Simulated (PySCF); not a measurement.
# C3H7I: NMR shieldings, part 1 of 2

Aim: compute the NMR shieldings of C3H7I (`CCCI`).

Programs: PySCF 2.14.0, with routines of our own; each step states its level. All values are computed. Atoms count from 0.

## Step 1: The system as given

11 atoms, charge 0, multiplicity 1; geometry from: GFN2-xTB.

## Step 2: Geometry optimisation at PBE0-D3(BJ)/def2-SVP

The job: settings as JSON, then the geometry in Å.

```
{"job": {"xc": "PBE0", "basis": "def2-SVP", "d3": "d3bj", "grid": 1, "maxiter": 30, "shake": 0.01, "kind": "geom"}, "charge": 0, "multiplicity": 1}
C     -1.120120     0.586930     0.122610
C     -0.256130    -0.622330     0.010700
C      1.166370    -0.281010    -0.335920
I      2.227910     0.792680     1.259680
H     -2.171050     0.313240     0.307880
H     -1.122990     1.186760    -0.811360
H     -0.798120     1.257570     0.927510
H     -0.271910    -1.176710     0.942530
H     -0.628010    -1.264930    -0.762630
H      1.244620     0.361650    -1.192390
H      1.767540    -1.179680    -0.484280
```

Launch:

```bash
$ OMP_NUM_THREADS=1 python heavy_run.py task.json out
```

This one command runs all jobs of the session in turn.

Standard output:

```text
step   0  E = -416.02126512  max force = 0.018857
step   1  E = -416.02390222  max force = 0.004009
step   2  E = -416.02396565  max force = 0.000784
step   3  E = -416.02396863  max force = 0.000196
optimisation converged
```

It took 16 s on 1 thread of Arm Neoverse V2, shared host; peak memory 0.43 GiB.

Step by step:

| step | energy from step 0 (eV) | largest force component (eV/Å) |
| --- | --- | --- |
| 0 | 0.0000 | 0.9697 |
| 1 | -0.0718 | 0.2062 |
| 2 | -0.0735 | 0.0403 |
| 3 | -0.0736 | 0.0101 |

Distances of close pairs at the start and the end, largest changes first:

| bond | before (Å) | after (Å) | change (Å) |
| --- | --- | --- | --- |
| C1–H8 | 1.072 | 1.106 | +0.034 |
| C0–C1 | 1.490 | 1.519 | +0.028 |
| C2–I3 | 2.197 | 2.169 | -0.027 |
| C2–H9 | 1.074 | 1.098 | +0.025 |
| C1–H7 | 1.084 | 1.102 | +0.018 |
| C1–C2 | 1.503 | 1.513 | +0.009 |
| C0–H5 | 1.110 | 1.102 | -0.008 |
| C2–H10 | 1.091 | 1.097 | +0.006 |

The end geometry stands in the next job.

| at the end point | value |
| --- | --- |
| point group (found at 0.08 Å tolerance) | C1 |
| rotational constants (GHz, main isotopes) | 10.677, 1.759, 1.596 |
| dipole moment (D) | 2.00 |

## Step 3: NMR shieldings: PBE/pcJ-1 I:dyall-v2z (PBE), spin–orbit

The job: settings as JSON, then the geometry in Å.

```
{"job": {"kind": "hnmr", "xc": "PBE", "basis": {"default": "pcJ-1", "I": "dyall-v2z"}, "rel": "so"}, "charge": 0, "multiplicity": 1}
C     -1.305836     0.493510     0.082461
C     -0.382715    -0.707932    -0.020870
C      1.049257    -0.383724    -0.384945
I      2.093853     0.760885     1.133072
H     -2.335328     0.181203     0.311746
H     -1.328746     1.062410    -0.860810
H     -0.976618     1.179458     0.878128
H     -0.402003    -1.289148     0.915727
H     -0.751229    -1.391361    -0.808454
H      1.122386     0.230670    -1.292456
H      1.661713    -1.284989    -0.510707
```

Method: PBE/pcJ-1 I:dyall-v2z GIAO NMR shielding, X2C with spin-orbit coupling, screened-nuclear two-electron part, Gaussian nuclei, gas phase.

Standard output:

```text
spin-free SCF
coarse grid: 40872 points
cycle   1  E = -7233.6225650822  dE = -2.657e-01  |g| = 4.968e-01  |ddm| = 2.600e+00
cycle   2  E = -7233.5430462294  dE =  7.952e-02  |g| = 7.019e-01  |ddm| = 1.001e+00
cycle   3  E = -7233.6708149357  dE = -1.278e-01  |g| = 1.337e-01  |ddm| = 7.110e-01
cycle   4  E = -7233.6731826610  dE = -2.368e-03  |g| = 1.065e-01  |ddm| = 2.839e-01
cycle   5  E = -7233.6759036133  dE = -2.721e-03  |g| = 1.626e-02  |ddm| = 1.117e-01
cycle   6  E = -7233.6759619833  dE = -5.837e-05  |g| = 5.437e-03  |ddm| = 2.108e-02
cycle   7  E = -7233.6759669826  dE = -4.999e-06  |g| = 6.050e-04  |ddm| = 3.978e-03
final grid: 85272 points
cycle   8  E = -7233.6769289040  dE = -6.667e-06  |g| = 6.204e-03  |ddm| = 2.669e-03
cycle   9  E = -7233.6769279912  dE =  9.128e-07  |g| = 2.082e-03  |ddm| = 3.255e-03
cycle  10  E = -7233.6769254963  dE =  2.495e-06  |g| = 3.649e-03  |ddm| = 5.880e-03
cycle  11  E = -7233.6769291681  dE = -3.672e-06  |g| = 3.757e-04  |ddm| = 3.843e-03
cycle  12  E = -7233.6769292000  dE = -3.189e-08  |g| = 2.815e-05  |ddm| = 3.181e-04
cycle  13  E = -7233.6769292002  dE = -2.055e-10  |g| = 2.259e-06  |ddm| = 3.517e-05
converged SCF energy = -7233.6769292002
two-component SCF
cycle   1  E = -7232.7432354853  dE = -7.233e+03  |FDS-SDF| = 1.220e+02
cycle   2  E = -7234.9144108911  dE = -2.171e+00  |FDS-SDF| = 8.176e-02
cycle   3  E = -7234.9144014769  dE =  9.414e-06  |FDS-SDF| = 1.936e-02
cycle   4  E = -7234.9143597739  dE =  4.170e-05  |FDS-SDF| = 1.681e-02
cycle   5  E = -7234.9144156818  dE = -5.591e-05  |FDS-SDF| = 7.276e-03
cycle   6  E = -7234.9144282572  dE = -1.258e-05  |FDS-SDF| = 7.151e-04
cycle   7  E = -7234.9144283109  dE = -5.369e-08  |FDS-SDF| = 1.129e-04
cycle   8  E = -7234.9144283144  dE = -3.505e-09  |FDS-SDF| = 3.000e-05
converged, E = -7234.9144283144

Field gradients (au) and densities at the nuclei (bohr^-3)
atom        Vxx        Vyy        Vzz        centre      nuclear mean
  0 C     -0.0186    -0.0444     0.0630        126.019        126.017
  1 C     -0.0122    -0.0630     0.0752        126.018        126.015
  2 C     -0.1653    -0.2048     0.3701        126.142        126.140
  3 I     -5.5743    -5.8718    11.4461     246307.544     238487.506
  4 H     -0.1385    -0.1472     0.2856          0.480          0.480
  5 H     -0.1359    -0.1463     0.2822          0.480          0.480
  6 H     -0.1351    -0.1438     0.2790          0.478          0.478
  7 H     -0.1329    -0.1423     0.2752          0.483          0.483
  8 H     -0.1316    -0.1413     0.2730          0.480          0.480
  9 H     -0.1362    -0.1452     0.2814          0.480          0.480
 10 H     -0.1370    -0.1470     0.2841          0.481          0.481
without picture change
  3 I                           12.4132                    538528.660

Core orbital energies (eV)
atom   shell        mean    spread
  3 I  1s       -32914.620   0.000
  3 I  2s        -5084.701   0.000
  3 I  3s        -1025.551   0.000
  3 I  4s         -179.152   0.000
  3 I  5s          -17.054   0.000
  3 I  2p1/2     -4769.700   0.000
  3 I  2p3/2     -4472.742   0.041
  3 I  3p1/2      -895.628   0.000
  3 I  3p3/2      -839.556   0.108
  3 I  4p1/2      -133.837   0.000
  3 I  4p3/2      -122.898   0.267
  3 I  3d3/2      -610.908   0.099
  3 I  3d5/2      -599.272   0.129
  3 I  4d3/2       -50.149   0.302
  3 I  4d5/2       -48.431   0.405

vertical triplet (scalar unrestricted SCF): 4.450 eV

Shielding tensors (ppm)
atom      isotropic    diamagn.    paramagn.     s11        s22        s33       span
  0 C       164.18      245.63      -81.45     151.54     159.17     181.83      30.29
  1 C       150.19      243.21      -93.02     137.58     145.71     167.28      29.71
  2 C       168.26      246.08      -77.82     139.44     157.60     207.73      68.29
  3 I      5133.35     5086.68       46.67    4214.55    4842.03    6343.47    2128.93
  4 H        30.32       28.60        1.73      25.87      27.32      37.78      11.91
  5 H        30.75       29.09        1.66      26.90      28.07      37.29      10.39
  6 H        29.84       28.60        1.24      24.30      32.49      32.72       8.42
  7 H        29.74       29.32        0.42      24.72      28.61      35.87      11.15
  8 H        29.87       29.23        0.64      25.10      28.24      36.28      11.18
  9 H        28.25       29.27       -1.01      20.04      27.51      37.22      17.18
 10 H        27.73       29.31       -1.58      18.66      27.75      36.78      18.12
```

Run time: 57 s. Hardware: 1 thread of Arm Neoverse V2, shared host; peak memory 1.3 GiB.

From this job:

| quantity | value |
| --- | --- |
| energy from spin-orbit coupling | -1.2375 Eh |

Orbitals, density, ELF and potential are computed afterwards from the orbital file.

Frontier orbitals at PBE/dyall-v2z+pcJ-1, with the share of their density that lies nearest to each atom:

| orbital | energy (eV) | lies on |
| --- | --- | --- |
| HOMO | -5.65 | I3 88 % |
| LUMO | -1.53 | I3 50 %; C2 31 % |

ELF in a plane through or near 6 of the atoms.

Ten even steps from ' ' (0.00) to '@' (1.00):
```
                                                        
            ....::::::..                                
        ..::====++****++==..                            
      ..==++####%%%%%%##**--                            
    ::==##%%##**==++##%%%%==    ..====::                
    --**%%%%**--------####::  --##@@@@**..              
    ==**%%%%++----::--**++    %%@@@@@@%%::              
    --++####**==::--====::  ..%%@@@@@@**..              
    ..::========**####++--  ..**##++++++++++--..        
            ..::****--++**==++##--**--%%@@@@%%++        
          ..**@@@@**--**@@==::%%%%++%%@@@@@@@@##        
        ..**@@@@@@@@######::..++**--++%%@@@@@@++        
        ::%%@@@@@@@@++::==%%@@%%**    ::++**--          
          ==@@@@@@++..  ++@@@@@@@@::                    
            ::==::    ..**@@@@@@@@--                    
                        --@@@@@@##..                    
                          ......                        
                                                        
                                                        
                                                        
```
The map spans 9.6 Å across and 8.8 Å up, centred on the molecule. Atoms in the plane (x, y in Å): C0 (1.3, 0.3), C1 (0.1, -0.6), C2 (-1.2, -0.1), H4 (2.2, -0.1), H8 (0.2, -1.6), H10 (-2.1, -0.8).

On the surface of density 0.002 e/bohr³ the electrostatic potential runs, from the 1st to the 99th percentile, from -0.59 V near I3 to 0.94 V near H10.

## Step 4: NMR shieldings: KT2/pcJ-1 I:dyall-v2z (KT2), spin–orbit

Settings changed since step 3:

```diff
@@ -1,2 +1,2 @@
-{"job": {"kind": "hnmr", "xc": "PBE", "basis": {"default": "pcJ-1", "I": "dyall-v2z"}, "rel": "so"}, "charge": 0, "multiplicity": 1}
+{"job": {"kind": "hnmr", "xc": "KT2", "basis": {"default": "pcJ-1", "I": "dyall-v2z"}, "rel": "so"}, "charge": 0, "multiplicity": 1}
 C     -1.305836     0.493510     0.082461
```

With the program's defaults for keys left out, this is: KT2/pcJ-1 I:dyall-v2z GIAO NMR shielding, X2C with spin-orbit coupling, screened-nuclear two-electron part, Gaussian nuclei, gas phase.

Standard output:

```text
spin-free SCF
coarse grid: 40872 points
cycle   1  E = -7255.6297041076  dE = -2.113e-01  |g| = 2.414e+00  |ddm| = 2.623e+00
cycle   2  E = -7255.5732568727  dE =  5.645e-02  |g| = 8.728e-01  |ddm| = 1.103e+00
cycle   3  E = -7255.5218247359  dE =  5.143e-02  |g| = 8.798e-01  |ddm| = 1.283e+00
cycle   4  E = -7255.6758979539  dE = -1.541e-01  |g| = 2.580e-01  |ddm| = 8.600e-01
cycle   5  E = -7255.6901659373  dE = -1.427e-02  |g| = 5.872e-02  |ddm| = 3.286e-01
cycle   6  E = -7255.6910505250  dE = -8.846e-04  |g| = 1.892e-02  |ddm| = 7.364e-02
cycle   7  E = -7255.6911375318  dE = -8.701e-05  |g| = 2.649e-03  |ddm| = 1.753e-02
cycle   8  E = -7255.6911390752  dE = -1.543e-06  |g| = 6.656e-04  |ddm| = 3.498e-03
final grid: 85272 points
cycle   9  E = -7255.6854282415  dE = -5.393e-04  |g| = 5.266e-01  |ddm| = 2.523e-03
cycle  10  E = -7255.6854281720  dE =  6.949e-08  |g| = 8.207e-03  |ddm| = 2.152e-03
cycle  11  E = -7255.6854276103  dE =  5.617e-07  |g| = 1.884e-03  |ddm| = 3.004e-03
cycle  12  E = -7255.6854280753  dE = -4.650e-07  |g| = 1.274e-03  |ddm| = 3.005e-03
cycle  13  E = -7255.6854284595  dE = -3.842e-07  |g| = 5.256e-04  |ddm| = 1.674e-03
cycle  14  E = -7255.6854285293  dE = -6.983e-08  |g| = 3.291e-05  |ddm| = 5.744e-04
cycle  15  E = -7255.6854285296  dE = -2.847e-10  |g| = 5.834e-06  |ddm| = 4.024e-05
converged SCF energy = -7255.6854285296
two-component SCF
cycle   1  E = -7254.7490309771  dE = -7.255e+03  |FDS-SDF| = 1.222e+02
cycle   2  E = -7256.9236949574  dE = -2.175e+00  |FDS-SDF| = 8.357e-02
cycle   3  E = -7256.9236906773  dE =  4.280e-06  |FDS-SDF| = 1.798e-02
cycle   4  E = -7256.9236626934  dE =  2.798e-05  |FDS-SDF| = 1.432e-02
cycle   5  E = -7256.9236993793  dE = -3.669e-05  |FDS-SDF| = 6.694e-03
cycle   6  E = -7256.9237108952  dE = -1.152e-05  |FDS-SDF| = 6.980e-04
cycle   7  E = -7256.9237109498  dE = -5.460e-08  |FDS-SDF| = 1.120e-04
cycle   8  E = -7256.9237109532  dE = -3.442e-09  |FDS-SDF| = 2.891e-05
converged, E = -7256.9237109532

Field gradients (au) and densities at the nuclei (bohr^-3)
atom        Vxx        Vyy        Vzz        centre      nuclear mean
  0 C     -0.0178    -0.0435     0.0613        131.108        131.105
  1 C     -0.0154    -0.0626     0.0780        131.112        131.110
  2 C     -0.1735    -0.2075     0.3809        131.246        131.244
  3 I     -5.3077    -5.6694    10.9771     252437.138     243796.319
  4 H     -0.1375    -0.1461     0.2836          0.499          0.499
  5 H     -0.1349    -0.1454     0.2803          0.499          0.499
  6 H     -0.1343    -0.1428     0.2771          0.496          0.496
  7 H     -0.1319    -0.1414     0.2733          0.501          0.501
  8 H     -0.1308    -0.1405     0.2713          0.499          0.499
  9 H     -0.1351    -0.1441     0.2792          0.499          0.499
 10 H     -0.1359    -0.1458     0.2817          0.500          0.500
without picture change
  3 I                           11.9092                    549699.094

Core orbital energies (eV)
atom   shell        mean    spread
  3 I  1s       -32992.678   0.000
  3 I  2s        -5102.589   0.000
  3 I  3s        -1031.827   0.000
  3 I  4s         -181.251   0.000
  3 I  5s          -17.104   0.000
  3 I  2p1/2     -4783.394   0.000
  3 I  2p3/2     -4485.751   0.037
  3 I  3p1/2      -900.624   0.000
  3 I  3p3/2      -844.278   0.103
  3 I  4p1/2      -135.478   0.000
  3 I  4p3/2      -124.597   0.256
  3 I  3d3/2      -615.185   0.094
  3 I  3d5/2      -603.481   0.122
  3 I  4d3/2       -51.239   0.291
  3 I  4d5/2       -49.514   0.389

Shielding tensors (ppm)
atom      isotropic    diamagn.    paramagn.     s11        s22        s33       span
  0 C       170.49      249.56      -79.07     157.75     165.80     187.92      30.17
  1 C       156.12      247.44      -91.32     143.16     151.63     173.59      30.43
  2 C       174.06      250.11      -76.05     144.78     164.83     212.57      67.80
  3 I      5232.56     5094.25      138.30    4342.07    4986.89    6368.70    2026.63
  4 H        30.35       28.69        1.66      25.88      27.33      37.85      11.97
  5 H        30.80       29.25        1.55      26.91      28.06      37.41      10.50
  6 H        29.89       28.81        1.08      24.42      32.49      32.75       8.33
  7 H        29.73       29.53        0.21      24.70      28.57      35.93      11.23
  8 H        29.89       29.43        0.46      25.07      28.35      36.26      11.18
  9 H        28.03       29.44       -1.41      19.54      27.37      37.17      17.63
 10 H        27.48       29.46       -1.98      18.18      27.62      36.62      18.44
```

Wall time 46 s (1 thread of Arm Neoverse V2, shared host); peak memory 1.3 GiB.

From this job:

| quantity | value |
| --- | --- |
| energy from spin-orbit coupling | -1.2383 Eh |

## Step 5: NMR shieldings: B3LYP/pcJ-1 I:dyall-v2z (B3LYP), spin–orbit

Settings changed since step 4:

```diff
@@ -1,2 +1,2 @@
-{"job": {"kind": "hnmr", "xc": "KT2", "basis": {"default": "pcJ-1", "I": "dyall-v2z"}, "rel": "so"}, "charge": 0, "multiplicity": 1}
+{"job": {"kind": "hnmr", "xc": "B3LYP", "basis": {"default": "pcJ-1", "I": "dyall-v2z"}, "rel": "so"}, "charge": 0, "multiplicity": 1}
 C     -1.305836     0.493510     0.082461
```

With the program's defaults for keys left out, this is: B3LYP/pcJ-1 I:dyall-v2z GIAO NMR shielding, X2C with spin-orbit coupling, screened-nuclear two-electron part, Gaussian nuclei, gas phase.

Standard output:

```text
spin-free SCF
coarse grid: 40872 points
cycle   1  E = -7234.3371296702  dE = -2.171e-01  |g| = 3.689e-01  |ddm| = 2.537e+00
cycle   2  E = -7234.3296605284  dE =  7.469e-03  |g| = 3.891e-01  |ddm| = 6.517e-01
cycle   3  E = -7234.3654614993  dE = -3.580e-02  |g| = 4.884e-02  |ddm| = 3.306e-01
cycle   4  E = -7234.3659088307  dE = -4.473e-04  |g| = 2.601e-02  |ddm| = 8.443e-02
cycle   5  E = -7234.3660461950  dE = -1.374e-04  |g| = 7.929e-03  |ddm| = 3.621e-02
cycle   6  E = -7234.3660575494  dE = -1.135e-05  |g| = 2.402e-03  |ddm| = 7.227e-03
cycle   7  E = -7234.3660588933  dE = -1.344e-06  |g| = 3.048e-04  |ddm| = 2.135e-03
final grid: 85272 points
cycle   8  E = -7234.3665265838  dE = -2.410e-06  |g| = 6.549e-04  |ddm| = 1.743e-03
cycle   9  E = -7234.3665264614  dE =  1.224e-07  |g| = 8.245e-04  |ddm| = 1.328e-03
cycle  10  E = -7234.3665266385  dE = -1.772e-07  |g| = 1.741e-04  |ddm| = 9.719e-04
cycle  11  E = -7234.3665266457  dE = -7.156e-09  |g| = 4.125e-05  |ddm| = 1.568e-04
converged SCF energy = -7234.3665266457
two-component SCF
cycle   1  E = -7233.4331243005  dE = -7.233e+03  |FDS-SDF| = 1.219e+02
cycle   2  E = -7235.6026232834  dE = -2.169e+00  |FDS-SDF| = 3.235e-01
cycle   3  E = -7235.6032691234  dE = -6.458e-04  |FDS-SDF| = 1.482e-02
cycle   4  E = -7235.6033107719  dE = -4.165e-05  |FDS-SDF| = 8.896e-03
cycle   5  E = -7235.6033175540  dE = -6.782e-06  |FDS-SDF| = 1.880e-03
cycle   6  E = -7235.6033199220  dE = -2.368e-06  |FDS-SDF| = 7.849e-04
cycle   7  E = -7235.6033202243  dE = -3.023e-07  |FDS-SDF| = 4.502e-04
cycle   8  E = -7235.6033202889  dE = -6.465e-08  |FDS-SDF| = 6.330e-05
cycle   9  E = -7235.6033202901  dE = -1.190e-09  |FDS-SDF| = 1.036e-05
converged, E = -7235.6033202901

Field gradients (au) and densities at the nuclei (bohr^-3)
atom        Vxx        Vyy        Vzz        centre      nuclear mean
  0 C     -0.0144    -0.0423     0.0567        125.857        125.854
  1 C     -0.0169    -0.0585     0.0755        125.858        125.855
  2 C     -0.1822    -0.2105     0.3927        125.985        125.983
  3 I     -5.7050    -5.9578    11.6628     246245.087     238402.420
  4 H     -0.1371    -0.1462     0.2833          0.488          0.488
  5 H     -0.1345    -0.1453     0.2798          0.488          0.488
  6 H     -0.1335    -0.1427     0.2762          0.486          0.486
  7 H     -0.1312    -0.1411     0.2723          0.491          0.491
  8 H     -0.1299    -0.1401     0.2701          0.488          0.488
  9 H     -0.1343    -0.1434     0.2777          0.487          0.487
 10 H     -0.1351    -0.1454     0.2804          0.488          0.488
without picture change
  3 I                           12.6535                    538255.075

Core orbital energies (eV)
atom   shell        mean    spread
  3 I  1s       -32998.544   0.000
  3 I  2s        -5117.798   0.000
  3 I  3s        -1040.662   0.000
  3 I  4s         -185.394   0.000
  3 I  5s          -18.616   0.000
  3 I  2p1/2     -4799.267   0.000
  3 I  2p3/2     -4501.251   0.036
  3 I  3p1/2      -908.868   0.000
  3 I  3p3/2      -852.294   0.101
  3 I  4p1/2      -138.938   0.000
  3 I  4p3/2      -127.842   0.250
  3 I  3d3/2      -620.487   0.099
  3 I  3d5/2      -608.747   0.129
  3 I  4d3/2       -52.826   0.302
  3 I  4d5/2       -51.070   0.403

Shielding tensors (ppm)
atom      isotropic    diamagn.    paramagn.     s11        s22        s33       span
  0 C       164.05      244.89      -80.83     151.54     159.45     181.17      29.64
  1 C       150.55      242.50      -91.95     138.17     146.29     167.19      29.01
  2 C       170.72      245.40      -74.69     144.65     157.04     210.45      65.80
  3 I      5187.57     5086.88      100.69    4296.75    4901.85    6364.10    2067.35
  4 H        30.50       28.69        1.80      26.03      27.44      38.01      11.98
  5 H        30.90       29.23        1.67      27.01      28.28      37.41      10.39
  6 H        30.03       28.74        1.29      24.42      32.73      32.92       8.50
  7 H        29.96       29.44        0.52      24.95      28.84      36.09      11.13
  8 H        30.20       29.39        0.80      25.44      28.60      36.56      11.12
  9 H        28.49       29.39       -0.89      20.37      27.74      37.37      17.00
 10 H        28.01       29.39       -1.38      19.02      27.97      37.04      18.02
```

Wall time 2.4 min (1 thread of Arm Neoverse V2, shared host); peak memory 1.5 GiB.

From this job:

| quantity | value |
| --- | --- |
| energy from spin-orbit coupling | -1.2368 Eh |

(Continued in part 2 of 2.)
